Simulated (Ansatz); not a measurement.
# GaBrCl2 (SMILES [Cl][Ga]([Cl])[Br]): functionals against CCSD(T) at one geometry

An exercise on one series of results from a longer session: the logs are not shown, and one member is left open.

Program: Ansatz 0.2.0, Gaussian basis. Level of theory: single points in def2-TZVPP. These are calculated values, not measurements.

Cores are frozen in the correlated methods. Filled d shells of the heavier atoms are correlated.

## Where the work starts

SMILES `[Cl][Ga]([Cl])[Br]`, 4 atoms, charge 0, spin multiplicity 1.

Atoms are counted from 1 here; the program's logs count them from 0.

Bond lengths: Cl1–Ga2 2.082 Å, Ga2–Cl3 2.161 Å, Ga2–Br4 2.254 Å. Angles: Cl1–Ga2–Cl3 125.6°, Cl1–Ga2–Br4 118.1°, Cl3–Ga2–Br4 116.2°.

As a file:

```xyz
4
charge 0, multiplicity 1
Cl    1.29320    0.36430    1.66300
Ga    0.02540   -0.06530    0.06870
Cl   -0.49340   -2.04410   -0.62890
Br   -0.83660    1.66040   -1.09810
```

The first run:

run/in.yaml

```yaml
crystal:
  periodic: [false, false, false]
  atoms:
    - {symbol: Cl, position_ang: [1.293200, 0.364300, 1.663000]}
    - {symbol: Ga, position_ang: [0.025400, -0.065300, 0.068700]}
    - {symbol: Cl, position_ang: [-0.493400, -2.044100, -0.628900]}
    - {symbol: Br, position_ang: [-0.836600, 1.660400, -1.098100]}
basis:
  gaussian: {orbitals: def2-TZVPP}
correlation: {method: ccsd_t}
```

Command:

```sh
$ ansatz run in.yaml --threads 8 --pin off --events-out ev --progress --plain --max-ram 10444MiB
```

Steps of the session up to this table: CCSD(T)/def2-TZVPP; PBE0-D4/def2-TZVPP; wB97M-V/def2-TZVPP; r2SCAN-D4/def2-TZVPP; PBE-D4/def2-TZVPP; r2SCAN0-D4/def2-TZVPP; r2SCANh-D4/def2-TZVPP.

One table of the session follows, with a row left open; its other results are not shown here.

```
    method  RMS force component (eV/Å)  dipole (D)
   PBE0-D4                       0.421        0.38
   wB97M-V                       0.429        0.40
 r2SCAN-D4                           ?           ?
    PBE-D4                       0.435        0.36
r2SCAN0-D4                       0.435        0.39
r2SCANh-D4                       0.422        0.38
```

Q: Estimate the row for r2SCAN-D4 from the others.

Worked estimate for «RMS force component (eV/Å)». Against the share of exact exchange, r2SCAN0-D4 (0.25, 0.435), r2SCANh-D4 (0.1, 0.422) give a slope of 0.087 per unit share; at 0 the line stands at 0.413.

As computed: RMS force component (eV/Å): 0.416; dipole (D): 0.38. In «RMS force component (eV/Å)» the line misses by -0.003.
